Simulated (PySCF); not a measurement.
# Solver options tried on F2ORu (triplet)

Do solver options change the result for F2ORu (triplet), or only the number of cycles?

Computed with PySCF 2.14.0. Level: method and basis as typed in the scripts.

1 further run of the same task is left out (for a known fault of the program). Runs told in other sessions of the task aren't counted.

## Step 1: Where the work starts

F2ORu (triplet): 4 atoms, charge 0, spin multiplicity 3.

Bond lengths: Ru1–O2 1.653 Å, Ru1–F3 1.838 Å, Ru1–F4 1.838 Å. Angles: O2–Ru1–F3 118.0°, O2–Ru1–F4 118.0°, F3–Ru1–F4 124.0°.

Geometry (Å):

| atom | x (Å) | y (Å) | z (Å) |
| --- | --- | --- | --- |
| Ru1 | -0.0198 | -0.0343 | 0.0000 |
| O2 | -0.8462 | -1.4656 | 0.0000 |
| F3 | 1.8168 | -0.0977 | 0.0000 |
| F4 | -0.9930 | 1.5246 | 0.0000 |

## Step 2: The base run

File input.py:

```python
from pyscf import gto, scf, mp

mol = gto.M(
    atom='Ru -0.0198 -0.0343 0; O -0.8462 -1.4656 0; F 1.8168 -0.0977 0; F -0.993 1.5246 0',
    basis='lanl2dz',
    ecp={'Ru': 'lanl2dz'},
    charge=0,
    spin=2,
    verbose=3,
)
mf = scf.UHF(mol)
mf.kernel()
mp.MP2(mf, frozen=3).kernel()
mf.dip_moment()
print('orbital energies (hartree):', [e[max(0, n-3):n+3].round(4) for e, n in zip(mf.mo_energy, mol.nelec)])
```

Command:

```console
OMP_NUM_THREADS=1 python input.py
```

Its log is not repeated here.

## Step 3: Second-order solver on

Variant 1 changes second-order solver: off → on.

input.py, as its differences from that of step 2:

```diff
@@ -11,2 +11,3 @@
 mf = scf.UHF(mol)
+mf = mf.newton()
 mf.kernel()
```

## Step 4: DIIS space 20

Variant 2 changes DIIS space: default → 20.

input.py, as its differences from that of step 2:

```diff
@@ -11,2 +11,3 @@
 mf = scf.UHF(mol)
+mf.diis_space = 20
 mf.kernel()
```

## Step 5: Damping 0.5

Variant 3 changes damping: none → 0.5.

input.py, as its differences from that of step 2:

```diff
@@ -11,2 +11,4 @@
 mf = scf.UHF(mol)
+mf.damp = 0.5
+mf.diis_start_cycle = 8
 mf.kernel()
```

## Step 6: Initial guess core

Variant 4 changes initial guess: minao → core.

input.py, as its differences from that of step 2:

```diff
@@ -11,2 +11,3 @@
 mf = scf.UHF(mol)
+mf.init_guess = 'core'
 mf.kernel()
```

Q: Predict the outcome of this session. Wanted: for each run, E(SCF); from base; SCF dipole; after the SCF.

**Answer**, as computed:

| run | E(SCF) (hartree) | from base (eV) | SCF dipole (D) | after the SCF |
| --- | --- | --- | --- | --- |
| base | -366.761156 | 0 | 0.70 | MP2 correlation -16.058 eV, core frozen |
| second-order solver on | -366.758325 | +0.0770 | 1.86 | MP2 correlation -12.419 eV, core frozen |
| DIIS space 20 | -366.761156 | 0.0000 | 0.70 | MP2 correlation -16.058 eV, core frozen |
| damping 0.5 | -366.761156 | 0.0000 | 0.70 | MP2 correlation -16.059 eV, core frozen |
| initial guess core | -366.761156 | 0.0000 | 0.70 | MP2 correlation -16.058 eV, core frozen |

No change of the SCF energy comes from DIIS space 20 or damping 0.5 or initial guess core. PySCF falls back to minao for a guess that it doesn't know or can't read, so that run repeats the base. With second-order solver on the SCF ends in another solution, 0.08 eV higher: the path to self-consistency decides the state here.
